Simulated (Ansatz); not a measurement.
# BBrClH: interaction energy of a dimer with the counterpoise correction

Aim: the interaction energy of a dimer with the counterpoise correction, for BBrClH, run from a script.

All numbers are computed with the Python package of Ansatz 0.2.0. Level of theory: PBE/def2-SVP.

**1. The structure**

Bond lengths: Cl1–B2 1.815 Å, B2–Br3 1.969 Å, B2–H4 1.204 Å. Angles: Cl1–B2–Br3 117.9°, Cl1–B2–H4 125.5°, Br3–B2–H4 116.6°.

The script holds or builds the structure itself.

**2. The code**

Contents of bbrclh.py:

```python
"""Binding of a BBrClH dimer at a trial geometry."""

import ansatz as az

FIRST = [
    ("Cl", (-1.6572, -0.6077, 0.2032)),
    ("B", (-0.0411, 0.1578, -0.1093)),
    ("Br", (1.5448, -0.6681, 0.7149)),
    ("H", (0.1534, 1.1179, -0.8087)),
]
SECOND = [
    ("Cl", (-4.1052, 0.5129, 0.9999)),
    ("B", (-4.4825, 0.547, -0.7754)),
    ("Br", (-4.8428, 2.2944, -1.6077)),
    ("H", (-4.5018, -0.4111, -1.5039)),
]

def energy(atoms, ghosts=()):
    molecule = az.Crystal.molecule()
    for symbol, xyz in atoms:
        molecule = molecule.atom(symbol, xyz)
    calc = (
        molecule.calculation()
        .basis(gaussian="def2-SVP")
        .functional("PBE")
    )
    deck = calc.input()
    if ghosts:
        deck = deck.set(az.key.basis.gaussian.ghost_atoms, [{"symbol": s, "position_ang": list(xyz)} for s, xyz in ghosts])
    return az.Session.from_dict(deck).plan().execute().report["free_energy_ev"]

# ghost atoms carry the functions of the partner
both = energy(FIRST + SECOND)
alone = energy(FIRST) + energy(SECOND)
ghosted = energy(FIRST, SECOND) + energy(SECOND, FIRST)
print(f"dimer {both:.6f} eV")
print(f"interaction, uncorrected   {23.060548 * (both - alone):8.3f} kcal/mol")
print(f"interaction, counterpoise  {23.060548 * (both - ghosted):8.3f} kcal/mol")
print(f"basis-set superposition    {23.060548 * (alone - ghosted):8.3f} kcal/mol")
```

**3. What the engine is handed**

The package turns the script's settings into the engine's input (first run):

```yaml
crystal:
  periodic: [false, false, false]
  atoms:
    - { symbol: Cl, position_ang: [-1.6572, -0.6077, 0.2032] }
    - { symbol: B, position_ang: [-0.0411, 0.1578, -0.1093] }
    - { symbol: Br, position_ang: [1.5448, -0.6681, 0.7149] }
    - { symbol: H, position_ang: [0.1534, 1.1179, -0.8087] }
    - { symbol: Cl, position_ang: [-4.1052, 0.5129, 0.9999] }
    - { symbol: B, position_ang: [-4.4825, 0.547, -0.7754] }
    - { symbol: Br, position_ang: [-4.8428, 2.2944, -1.6077] }
    - { symbol: H, position_ang: [-4.5018, -0.4111, -1.5039] }
basis:
  gaussian:
    orbitals: def2-SVP
hamiltonian:
  xc: pbe
```

**4. The run**

On the command line:

```sh
python bbrclh.py
```

Output:

```text
dimer -166466.686784 eV
interaction, uncorrected      6.738 kcal/mol
interaction, counterpoise     8.549 kcal/mol
basis-set superposition       1.811 kcal/mol
```

Run time: 14 s. Hardware: 1 thread of Arm Neoverse V1, shared host; peak memory 0.25 GiB.

**5. Inputs of later runs**

The engine's inputs for some of the other runs:

Run 2, against run 1:

```diff
@@ -8,4 +7,0 @@
-    - { symbol: Cl, position_ang: [-4.1052, 0.5129, 0.9999] }
-    - { symbol: B, position_ang: [-4.4825, 0.547, -0.7754] }
-    - { symbol: Br, position_ang: [-4.8428, 2.2944, -1.6077] }
-    - { symbol: H, position_ang: [-4.5018, -0.4111, -1.5039] }
```

Run 3, against run 1:

```diff
@@ -4,4 +3,0 @@
-    - { symbol: Cl, position_ang: [-1.6572, -0.6077, 0.2032] }
-    - { symbol: B, position_ang: [-0.0411, 0.1578, -0.1093] }
-    - { symbol: Br, position_ang: [1.5448, -0.6681, 0.7149] }
-    - { symbol: H, position_ang: [0.1534, 1.1179, -0.8087] }
```

Run 4, against run 1:

```diff
@@ -8,4 +7,0 @@
-    - { symbol: Cl, position_ang: [-4.1052, 0.5129, 0.9999] }
-    - { symbol: B, position_ang: [-4.4825, 0.547, -0.7754] }
-    - { symbol: Br, position_ang: [-4.8428, 2.2944, -1.6077] }
-    - { symbol: H, position_ang: [-4.5018, -0.4111, -1.5039] }
@@ -14,0 +11,5 @@
+    ghost_atoms:
+      - { symbol: Cl, position_ang: [-4.1052, 0.5129, 0.9999] }
+      - { symbol: B, position_ang: [-4.4825, 0.547, -0.7754] }
+      - { symbol: Br, position_ang: [-4.8428, 2.2944, -1.6077] }
+      - { symbol: H, position_ang: [-4.5018, -0.4111, -1.5039] }
```

**6. Run by run**

From the records of these 5 runs:

```
run      system  ghost atoms   energy (eV)  SCF cycles  CPU time (s)
  1  B2Br2Cl2H2      not set  -166466.6868          17           4.7
  2      BBrClH      not set   -83233.4894          14           1.1
  3      BBrClH      not set   -83233.4896          14           1.1
  4      BBrClH  a list of 4   -83233.5403          15           3.2
  5      BBrClH  a list of 4   -83233.5172          14             3
```

Totals carry meaning only in balanced differences at one level of theory.

**7. What came out**

| quantity | value |
| --- | --- |
| interaction energy, uncorrected | 6.738 kcal/mol |
| interaction energy, counterpoise | 8.549 kcal/mol |
| runs compared | 5 |

What this shows: The pair is unbound at this geometry and level. Uncorrected it is 6.738 kcal/mol, with the counterpoise correction 8.549 kcal/mol; the difference, 1.81 kcal/mol, is the superposition error. The pose is repulsive. Notes:
- The dimer is a generated trial pose of unrelaxed monomers, not a minimum, so the figure is no binding energy, and the basis set is small.
- This level lacks the dispersion part of the attraction (electrostatics and induction are there), which can decide the sign where the interaction is weak.
